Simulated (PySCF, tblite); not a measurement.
# C2H9FGeN2: geometry, infrared bands and NMR shifts

Aim: predict the infrared bands and NMR shifts of C2H9FGeN2 (`C[NH][Ge@H]([NH2])[CH2]F`).

Programs: tblite 0.8.0 and PySCF 2.14.0, with density-fitted response routines of our own. Each step states its level of theory. These are calculated values for one molecule in the gas phase, unless marked as measured. Atoms are numbered from 0 throughout.

### 1 The starting structure

15 atoms, charge 0, multiplicity 1; geometry from: force field or distance geometry start.

Bonds of the start (Å): C0–N1 1.43, N1–Ge2 1.86, Ge2–N3 1.84, Ge2–C4 1.94, C4–F5 1.37, C0–H6 1.11, C0–H7 1.11, C0–H8 1.12, N1–H9 1.04, Ge2–H10 1.56, N3–H11 1.05, N3–H12 1.04, C4–H13 1.11, C4–H14 1.13.

### 2 Relaxing the molecule with GFN2-xTB

Job settings and geometry (Å):

```
{"job": {"kind": "relax", "xc": "GFN2-xTB", "basis": "xTB"}, "charge": 0, "multiplicity": 1}
C     -2.264700    -0.155100    -0.152700
N     -1.079300     0.590800     0.136500
Ge     0.464200    -0.094100    -0.633800
N      0.814400    -1.844100    -0.207000
C      1.931200     1.072200    -0.121600
F      1.825700     1.364700     1.213100
H     -2.344500    -0.489400    -1.203900
H     -2.384100    -0.971900     0.586800
H     -3.126000     0.549300    -0.004000
H     -1.218200     1.553500    -0.228900
H      0.330200    -0.005400    -2.184600
H      0.480900    -2.137500     0.742100
H      1.805800    -2.120500    -0.373100
H      2.912500     0.644600    -0.415600
H      1.847500     2.051200    -0.680800
```

Started as:

```
$ OMP_NUM_THREADS=1 python probes_run.py task.json out
```

The driver reads the jobs from task.json and runs them one after another.

**Question.** This job is followed by: GFN2-xTB harmonic vibrations, gas phase; GIAO PBE0/pcSseg-1 NMR shielding, non-relativistic, gas phase. Predict these results of the whole session: strongest single infrared mode (GFN2-xTB); zero-point energy (GFN2-xTB); ¹³C shifts against TMS (PBE0/pcSseg-1); ¹H shifts against TMS (PBE0/pcSseg-1, means over atoms taken as alike); ¹⁵N shifts against NH3 (PBE0/pcSseg-1); ⁷³Ge shifts against GeMe4 (PBE0/pcSseg-1); ¹⁹F shifts against CFCl3 (PBE0/pcSseg-1).

As calculated:

| quantity | value |
| --- | --- |
| strongest single infrared mode (GFN2-xTB) | 1802 cm⁻¹, 505 km/mol |
| zero-point energy (GFN2-xTB) | 70.6 kcal/mol |
| ¹³C shifts against TMS (PBE0/pcSseg-1) | 83.6, 32.7 ppm |
| ¹H shifts against TMS (PBE0/pcSseg-1, means over atoms taken as alike) | 5.35, 4.77, 4.75, 2.98, 0.05, -0.36 ppm |
| ¹⁵N shifts against NH3 (PBE0/pcSseg-1) | 17.4, 4.9 ppm |
| ⁷³Ge shifts against GeMe4 (PBE0/pcSseg-1) | 5 ppm |
| ¹⁹F shifts against CFCl3 (PBE0/pcSseg-1) | -298.4 ppm |

In words: The optimisation took 102 steps and gained 0.486 eV; among the close pairs (by a distance rule), Ge2–C4 changed most, from 1.943 to 2.015 Å. No mode is imaginary among the 39: a minimum at this level. The strongest single mode, at 1802 cm⁻¹, moves mainly H10. Unscaled tight-binding wavenumbers are off by several per cent, some by more. Its intensities can rank the bands wrongly. C4 (sp3 CH2 bonded to F and Ge) lies farthest downfield among carbon, at 83.6 ppm; pulled downfield by the heteroatom. At PBE0/pcSseg-1: The widest tensor belongs to Ge2: span 225 ppm, with a paramagnetic part of -1430 ppm. Spin-orbit coupling is left out, which matters for shieldings and couplings at and beside the heavy atoms.
